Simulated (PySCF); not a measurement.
# Sn₃S⁺: structure of the quartet

Aim: relax Sn₃S⁺ as a quartet from a trigonal pyramidal start, check by its vibrations whether the end is a minimum, and collect its spectrum and constants.

The runs use PySCF 2.14.0; PBE, basis S def2-SVP, Sn def2-SVP with ECP28, scalar-relativistic core potentials, no spin–orbit coupling, density fitting.

### Step 1. Starting geometry

4 atoms, charge 1, spin multiplicity 4.

Bond lengths: S1–Sn2 2.381 Å, S1–Sn3 2.381 Å, S1–Sn4 2.381 Å. Angles: Sn2–S1–Sn3 99.8°, Sn2–S1–Sn4 99.8°, Sn3–S1–Sn4 99.8°.

Coordinates in bohr (charge 1 multiplicity 4):
```
S     0.0000    0.0000    0.0000
Sn    3.9735    0.0000    2.1127
Sn   -1.9867    3.4410    2.1127
Sn   -1.9867   -3.4410    2.1127
```

### Step 2. The SCF at the typed geometry

The steps below are one call of a driver around PySCF. For each, scf.py gives the equivalent set-up of the SCF; relaxations use the driver's own optimiser. After this first run the driver tries any further starts and a stability analysis.

The input, scf.py:

```python
from pyscf import gto, scf, dft
mol = gto.M(atom='''
S      0.000000     0.000000     0.000000
Sn     2.102700     0.000000     1.118000
Sn    -1.051300     1.820900     1.118000
Sn    -1.051300    -1.820900     1.118000''',
    basis={'S': 'def2-SVP', 'Sn': 'def2-SVP'},
    ecp={'Sn': 'def2-SVP'},
    charge=1, spin=3)
mf = dft.UKS(mol, xc='PBE')
mf.grids.atom_grid = (50, 194)
aux = {'S': 'def2-universal-JKFIT', 'Sn': 'def2-universal-JKFIT'}
mf = mf.density_fit(auxbasis=aux)
mf.conv_tol = 1e-08
mf.diis_space = 10
mf.max_cycle = 60
mf.init_guess = 'huckel'
mf.verbose = 4
mf.kernel()
```

Started as:

```
$ OMP_NUM_THREADS=2 python axn.py task.json out
```

The log of the run:

```text
init E= -1040.29965198062
[... the frontier-level lines of each cycle are left out ...]
cycle= 1 E= -1040.47921203544  delta_E= -0.18  |g|= 0.394  |ddm|= 2.23
cycle= 2 E= -1040.41136432121  delta_E= 0.0678  |g|= 0.501  |ddm|=  1.7
cycle= 3 E= -1040.60478754476  delta_E= -0.193  |g|= 0.0415  |ddm|= 0.876
cycle= 4 E= -1040.60621055716  delta_E= -0.00142  |g|= 0.0139  |ddm|= 0.116
cycle= 5 E= -1040.60637613294  delta_E= -0.000166  |g|= 0.00365  |ddm|= 0.0335
cycle= 6 E= -1040.6063531829  delta_E= 2.3e-05  |g|= 0.00538  |ddm|= 0.0206
cycle= 7 E= -1040.60639032928  delta_E= -3.71e-05  |g|= 0.000504  |ddm|= 0.0138
cycle= 8 E= -1040.60639043533  delta_E= -1.06e-07  |g|= 0.000414  |ddm|= 0.00146
cycle= 9 E= -1040.60639057108  delta_E= -1.36e-07  |g|= 4.18e-05  |ddm|= 0.00071
cycle= 10 E= -1040.60639057296  delta_E= -1.88e-09  |g|= 5.22e-06  |ddm|= 0.000115
Extra cycle  E= -1040.60639057293  delta_E= 2.48e-11  |g|= 7.78e-06  |ddm|= 2.18e-05
converged SCF energy = -1040.60639057293  <S^2> = 3.7553101  2S+1 = 4.0026542
```

This step, with its further starts and checks, took 33 s on 2 threads of Intel Xeon Platinum 8559C (Emerald Rapids), shared host.

Energies from each starting density:

```csv
start,energy (Eh)
the minimal-basis guess,-1040.606391
a thermally smeared density,-1040.606391
a smeared PBE density,-1040.606391
```

The test of internal stability and the other starts found no lower solution of this spin.

### Step 3. Trigonal pyramidal start, quartet: relaxation

The program finds C3v symmetry in the start, which this walk keeps. The walk stops when the largest gradient is under 0.0003 Eh/bohr and the energy has settled too.

scf.py, as its differences from that of step 2:

```diff
@@ -3,4 +3,4 @@
-S      0.000000     0.000000     0.000000
-Sn     2.102700     0.000000     1.118000
-Sn    -1.051300     1.820900     1.118000
-Sn    -1.051300    -1.820900     1.118000''',
+S     -0.000004     0.000000    -1.026740
+Sn     2.102631    -0.000000     0.091252
+Sn    -1.051315     1.820931     0.091265
+Sn    -1.051315    -1.820931     0.091265''',
@@ -17 +16,0 @@
-mf.init_guess = 'huckel'
```

The optimiser's trace:

```csv
step,energy (Eh),change (kJ/mol),largest symmetric gradient (Eh/bohr)
0,-1040.606391,0.00,0.08246
1,-1040.635339,-76.00,0.03489
2,-1040.646701,-105.83,0.01381
3,-1040.650441,-115.65,0.01471
4,-1040.653594,-123.93,0.01494
5,-1040.655268,-128.33,0.00687
6,-1040.655493,-128.92,0.00050
7,-1040.655495,-128.92,0.00002
```

The walk took 33 s.

End point (C3v, 7 steps, 128.9 kJ/mol gained): Sn–Sn 3.219 Å (×3), S–Sn 2.612 Å (×3); Sn–Sn–Sn 60.0° (×3), Sn–S–Sn 76.1° (×3), S–Sn–Sn 52.0° (×6).

### Step 4. Is it a minimum? Harmonic modes

The point is checked on the finer grid, and tightened if its gradient asks for it. The Hessian and the dipole derivatives come from central differences of analytic gradients, with steps of 0.02 bohr.

scf.py, as its differences from that of step 3:

```diff
@@ -3,4 +3,4 @@
-S     -0.000004     0.000000    -1.026740
-Sn     2.102631    -0.000000     0.091252
-Sn    -1.051315     1.820931     0.091265
-Sn    -1.051315    -1.820931     0.091265''',
+S     -0.000007     0.000000    -1.686962
+Sn     1.857608     0.000000     0.150242
+Sn    -0.928803     1.608735     0.150253
+Sn    -0.928803    -1.608735     0.150253''',
@@ -11 +11 @@
-mf.grids.atom_grid = (50, 194)
+mf.grids.atom_grid = (75, 302)
@@ -14 +14 @@
-mf.conv_tol = 1e-08
+mf.conv_tol = 1e-10
```

The driver hands on the density of the step before, so the log starts near convergence.

SCF at the final geometry:

```text
init E= -1040.65552952554
[... the frontier-level lines of each cycle are left out ...]
cycle= 1 E= -1040.65552952515  delta_E= 3.89e-10  |g|= 2.06e-05  |ddm|= 5.85e-05
cycle= 2 E= -1040.65552952245  delta_E= 2.7e-09  |g|= 5.35e-05  |ddm|= 0.000151
cycle= 3 E= -1040.65552952561  delta_E= -3.16e-09  |g|= 2.6e-06  |ddm|= 0.000109
cycle= 4 E= -1040.65552952562  delta_E= -7.28e-12  |g|= 3.74e-07  |ddm|= 3.82e-06
Extra cycle  E= -1040.65552952562  delta_E= -2.5e-12  |g|= 1.06e-06  |ddm|= 2.1e-06
converged SCF energy = -1040.65552952562  <S^2> = 3.7545886  2S+1 = 4.0022936
```

The whole step took 58 s.

Geometry: C3v; Sn–Sn 3.217 Å (×3), S–Sn 2.613 Å (×3); Sn–Sn–Sn 60.0° (×3), Sn–S–Sn 76.0° (×3), S–Sn–Sn 52.0° (×6).

Modes, for the most abundant isotopes:

```tsv
symmetry	ω (cm⁻¹)	IR (km/mol)	μ (u)
e	84	0.0	103.72
a1	112	0.2	98.67
e	201	13.3	39.68
a1	328	14.9	36.22
```

No imaginary mode, so this is a minimum.

Properties at this point:

| Property | Result |
| --- | --- |
| Dipole moment about the centre of mass | 1.35 D |
| Highest occupied level | -9.53 eV |
| Lowest empty level | -8.95 eV |
| Rotational constants | 0.02342, 0.02342, 0.01358 cm⁻¹ |
| Zero-point energy | 6.0 kJ/mol |
| Principal polarisabilities | 93.0, 163.6, 163.6 bohr³ |
| Principal traceless quadrupole moments about the centre of mass | -14.89, 7.45, 7.45 D Å |
| Entropy at 298.15 K and 1 bar (electronic part: spin only) | 387.0 J/(mol K) |
| Heat capacity Cp at 298.15 K | 79.9 J/(mol K) |
| Enthalpy at 298.15 K above 0 K | 19.76 kJ/mol |
| Rotational symmetry number | 3 |
| Spin squared ⟨S²⟩ | 3.755 |

Charges (e) and bond orders:

| atom | Mulliken | Löwdin | polar tensor | spin (Mulliken) | Mayer order to S1 |
| --- | --- | --- | --- | --- | --- |
| S1 | -0.32 | 0.05 | -0.42 | 0.06 | – |
| Sn2,3,4 | 0.44 | 0.32 | 0.47 | 0.98 | 0.80 |

Outer orbital energies (eV). α occupied: -15.68, -15.68, -11.72, -11.45, -11.45, -9.91, -9.53, -9.53; empty: -6.87, -6.87, -6.67, -6.50. β occupied: -30.36, -21.84, -15.98, -15.08, -15.08, -11.42, -11.22, -11.22; empty: -8.95, -8.51, -8.51, -6.14.

Mulliken populations on S1: s 5.95, p 10.33, d 0.04.

### Step 5. What came out

| quantity | value |
| --- | --- |
| minimum | quartet, C3v |
| geometry | Sn–Sn 3.217 Å (×3), S–Sn 2.613 Å (×3); Sn–Sn–Sn 60.0° (×3), Sn–S–Sn 76.0° (×3), S–Sn–Sn 52.0° (×6) |
| wavenumbers (cm⁻¹) | 84 (e), 112 (a1), 201 (e), 328 (a1) |
| dipole moment (centre of mass) | 1.35 D |
| highest occupied, lowest empty level (either spin) | -9.53, -8.95 eV |
| polar-tensor charge of S1 | -0.42 e |
| zero-point energy | 6.0 kJ/mol |
| entropy at 298.15 K | 387.0 J/(mol K) |
| ⟨S²⟩ | 3.755 |

**Reading.** The molecule stays C3v, as typed, and the end point is a minimum. The strongest infrared band lies at 328 cm⁻¹ (a1). Only this shape and spin were tried, so other structures or states may lie lower. With an element this heavy the missing spin–orbit coupling can shift these numbers.

The search up to here took 2.1 min.
